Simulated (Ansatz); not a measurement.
# CH7FSSi2: a ladder of functionals and wavefunction methods

The task here is to estimate one member of a computed series from the others.

Program: Ansatz 0.2.0, Gaussian basis. Level of theory: functionals in def2-TZVPP, the program's frozen cores in correlated methods. These are calculated values, not measurements.

The runs, in order: PBE-D4, r2SCAN-D4, PBE0-D4, B3LYP-D4, ωB97X-V, ωB97M-V, B2PLYP; CCSD(T)/def2-TZVPP; MP2/def2-QZVPP; extrapolation to the limit.

## The geometry

An earlier PBE0-D4 in a triple-zeta def2 set relaxation fixed the geometry.

12 atoms, charge 0, spin multiplicity 1.

Atoms are counted from 1 here; the program's logs count them from 0.

Bond lengths: F1–C2 1.391 Å, C2–Si3 1.899 Å, C2–H6 1.095 Å, C2–H7 1.095 Å, Si3–Si4 2.339 Å, Si3–S5 2.149 Å, Si3–H8 1.489 Å, Si4–H9 1.489 Å, Si4–H10 1.487 Å, Si4–H11 1.487 Å, S5–H12 1.343 Å. Angles: F1–C2–Si3 109.3°, F1–C2–H6 108.4°, F1–C2–H7 108.3°, Si3–C2–H6 111.1°, Si3–C2–H7 111.6°, H6–C2–H7 108.2°, C2–Si3–Si4 111.2°, C2–Si3–S5 103.7°, C2–Si3–H8 109.0°, Si4–Si3–S5 110.4°, Si4–Si3–H8 111.2°, S5–Si3–H8 111.2°, Si3–Si4–H9 108.7°, Si3–Si4–H10 109.3°, Si3–Si4–H11 111.6°, H9–Si4–H10 108.8°, H9–Si4–H11 108.9°, H10–Si4–H11 109.5° and more.

Coordinates:

```xyz
12
charge 0, multiplicity 1
F    -2.0328    1.1375    0.9946
C    -0.8173    1.5837    0.4860
Si   -0.0812    0.2450   -0.6417
Si    0.2023   -1.7696    0.5114
S     1.8255    1.0547   -1.2143
H    -0.1501    1.8011    1.3261
H    -0.9951    2.5164   -0.0589
H    -0.9674    0.0674   -1.8247
H     1.0354   -2.6825   -0.3188
H     0.9112   -1.5062    1.7916
H    -1.1003   -2.4290    0.7912
H     2.2468   -0.0738   -1.8086
```

The first run:

The input, in.yaml:

```yaml
crystal:
  periodic: [false, false, false]
  atoms:
    - {symbol: F, position_ang: [-2.032778, 1.137515, 0.994564]}
    - {symbol: C, position_ang: [-0.817323, 1.583710, 0.486027]}
    - {symbol: Si, position_ang: [-0.081205, 0.245014, -0.641740]}
    - {symbol: Si, position_ang: [0.202322, -1.769577, 0.511417]}
    - {symbol: S, position_ang: [1.825472, 1.054722, -1.214298]}
    - {symbol: H, position_ang: [-0.150064, 1.801102, 1.326129]}
    - {symbol: H, position_ang: [-0.995102, 2.516429, -0.058923]}
    - {symbol: H, position_ang: [-0.967431, 0.067420, -1.824729]}
    - {symbol: H, position_ang: [1.035383, -2.682500, -0.318813]}
    - {symbol: H, position_ang: [0.911222, -1.506163, 1.791640]}
    - {symbol: H, position_ang: [-1.100330, -2.428997, 0.791191]}
    - {symbol: H, position_ang: [2.246835, -0.073778, -1.808564]}
basis:
  gaussian: {orbitals: def2-TZVPP}
hamiltonian: {xc: pbe, dispersion: d4}
output: {forces: true, orbitals: {seedname: orbitals}}
```

Launch:

```sh
$ ansatz run in.yaml --threads 4 --pin off --events-out ev --progress --plain --max-ram 10444MiB
```

Steps of the session up to this table: PBE-D4 (GGA); r2SCAN-D4 (meta-GGA); PBE0-D4 (hybrid); B3LYP-D4 (hybrid); ωB97X-V (range-separated); ωB97M-V (range-separated); B2PLYP (double hybrid); CCSD(T) in def2-TZVPP; MP2 in def2-QZVPP.

One table of the session follows, with a row left open; its other results are not shown here.

| method | atomisation energy (eV) |
| --- | --- |
| PBE-D4 | 40.244 |
| r2SCAN-D4 | 40.059 |
| PBE0-D4 | 39.787 |
| B3LYP-D4 | 39.873 |
| ωB97X-V | 40.312 |
| ωB97M-V | 40.082 |
| B2PLYP | 39.305 |
| HF/def2-TZVPP | 29.426 |
| MP2/def2-TZVPP | 39.073 |
| CCSD/def2-TZVPP | ? |
| CCSD(T)/def2-TZVPP | 38.886 |
| MP2/CBS | 40.195 |
| CCSD(T)/CBS | 40.008 |

Estimate the missing values for CCSD/def2-TZVPP.

As computed: atomisation energy (eV): 38.368. In the column «atomisation energy (eV)» it lies between HF/def2-TZVPP (29.426) and CCSD(T)/def2-TZVPP (38.886).

To keep in mind: Free atoms (1 F, 1 C, 2 Si, 1 S, 7 H) were run apart at each level; the atomisation energy is their sum less the molecule, without zero-point or spin-orbit terms.
